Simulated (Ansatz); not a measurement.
**CH5AsSi (SMILES C=[SiH][AsH2]): single points off equilibrium**

A test off equilibrium: a structure displaced at random from a GFN2-xTB minimum is computed at several levels, and each is set against CCSD(T).

Computed with Ansatz 0.2.0, Gaussian basis. Level: single points in def2-TZVPP.

Correlated methods freeze the cores. Filled d shells of the heavier atoms are correlated.

### 1 Starting geometry

SMILES `C=[SiH][AsH2]`, 8 atoms, charge 0, spin multiplicity 1.

Atoms are counted from 1 here; the program's logs count them from 0.

Bond lengths: C1–Si2 1.882 Å, C1–H4 1.100 Å, C1–H5 1.102 Å, Si2–As3 2.482 Å, Si2–H6 1.538 Å, As3–H7 1.547 Å, As3–H8 1.509 Å. Angles: Si2–C1–H4 123.5°, Si2–C1–H5 116.4°, H4–C1–H5 117.3°, C1–Si2–As3 119.6°, C1–Si2–H6 123.8°, As3–Si2–H6 116.6°, Si2–As3–H7 94.8°, Si2–As3–H8 93.4°, H7–As3–H8 89.8°.

Coordinates:

```
C    -1.11090    1.15580   -0.95090
Si    0.31390    0.56650    0.12790
As    1.17420   -1.74650   -0.13600
H    -1.68280    0.49210   -1.61550
H    -1.57990    2.11110   -0.66470
H     1.03120    1.45370    1.15950
H     1.96820   -1.74270    1.19160
H    -0.00540   -2.36230    0.57640
```

### 2 CCSD(T)/def2-TZVPP

Input file run/in.yaml:

```yaml
crystal:
  periodic: [false, false, false]
  atoms:
    - {symbol: C, position_ang: [-1.110900, 1.155800, -0.950900]}
    - {symbol: Si, position_ang: [0.313900, 0.566500, 0.127900]}
    - {symbol: As, position_ang: [1.174200, -1.746500, -0.136000]}
    - {symbol: H, position_ang: [-1.682800, 0.492100, -1.615500]}
    - {symbol: H, position_ang: [-1.579900, 2.111100, -0.664700]}
    - {symbol: H, position_ang: [1.031200, 1.453700, 1.159500]}
    - {symbol: H, position_ang: [1.968200, -1.742700, 1.191600]}
    - {symbol: H, position_ang: [-0.005400, -2.362300, 0.576400]}
basis:
  gaussian: {orbitals: def2-TZVPP}
correlation: {method: ccsd_t}
output: {forces: true}
```

No record of the launch command was kept for these runs.

### 3 PBE0-D4/def2-TZVPP

run/in.yaml: that of step 2 with these lines changed.

```diff
@@ -13,3 +13,3 @@
   gaussian: {orbitals: def2-TZVPP}
-correlation: {method: ccsd_t}
-output: {forces: true}
+hamiltonian: {xc: pbe0, dispersion: d4}
+output: {forces: true, orbitals: {seedname: orbitals}}
```

### 4 wB97M-V/def2-TZVPP

run/in.yaml: that of step 3 with these lines changed.

```diff
@@ -13,3 +13,3 @@
   gaussian: {orbitals: def2-TZVPP}
-hamiltonian: {xc: pbe0, dispersion: d4}
-output: {forces: true, orbitals: {seedname: orbitals}}
+hamiltonian: {xc: {name: wB97M-V}}
+output: {forces: true}
```

### 5 r2SCAN-D4/def2-TZVPP

run/in.yaml: that of step 4 with these lines changed.

```diff
@@ -13,3 +13,3 @@
   gaussian: {orbitals: def2-TZVPP}
-hamiltonian: {xc: {name: wB97M-V}}
+hamiltonian: {xc: r2scan, dispersion: d4}
 output: {forces: true}
```

### 6 PBE-D4/def2-TZVPP

run/in.yaml: that of step 5 with these lines changed.

```diff
@@ -13,3 +13,3 @@
   gaussian: {orbitals: def2-TZVPP}
-hamiltonian: {xc: r2scan, dispersion: d4}
+hamiltonian: {xc: pbe, dispersion: d4}
 output: {forces: true}
```

### 7 BHLYP-D4/def2-TZVPP

run/in.yaml: that of step 6 with these lines changed.

```diff
@@ -13,3 +13,3 @@
   gaussian: {orbitals: def2-TZVPP}
-hamiltonian: {xc: pbe, dispersion: d4}
+hamiltonian: {xc: {name: BHLYP}, dispersion: d4}
 output: {forces: true}
```

### 8 revPBE-D4/def2-TZVPP

run/in.yaml: that of step 7 with these lines changed.

```diff
@@ -13,3 +13,3 @@
   gaussian: {orbitals: def2-TZVPP}
-hamiltonian: {xc: {name: BHLYP}, dispersion: d4}
+hamiltonian: {xc: {name: revPBE}, dispersion: d4}
 output: {forces: true}
```

(Steps that only read results are left out.)

Before running it: what results should come out? Wanted: energy less free atoms, CCSD(T)/def2-TZVPP; RMS force component; RMS force error; HOMO and LUMO, PBE0-D4; T1 diagnostic.

The runs gave:

| quantity | value |
| --- | --- |
| energy less free atoms, CCSD(T)/def2-TZVPP | -2294.5 kJ/mol |
| RMS force component | 0.853 to 1.098 eV/Å over the methods |
| RMS force error | PBE0-D4 0.176, wB97M-V 0.231, r2SCAN-D4 0.128, PBE-D4 0.186, BHLYP-D4 0.267, revPBE-D4 0.194 eV/Å |
| HOMO and LUMO, PBE0-D4 | -6.14 and -1.71 eV |
| T1 diagnostic | 0.015 |

**Reading.** Against CCSD(T) the functionals' energies less atoms differ by -101.1 to +5.9 kJ/mol, PBE-D4 by -101.1 kJ/mol. CCSD(T) in triple zeta still lacks some correlation energy of the bonds, so part of these gaps is its own basis error and they don't rank the functionals. On forces the order runs from r2SCAN-D4 to BHLYP-D4. Frozen-core CCSD(T) forces in triple zeta carry basis errors of their own, and this is one geometry, so small gaps rank nothing. The restricted Hartree–Fock reference is unstable towards an unrestricted one at one or more of these structures.
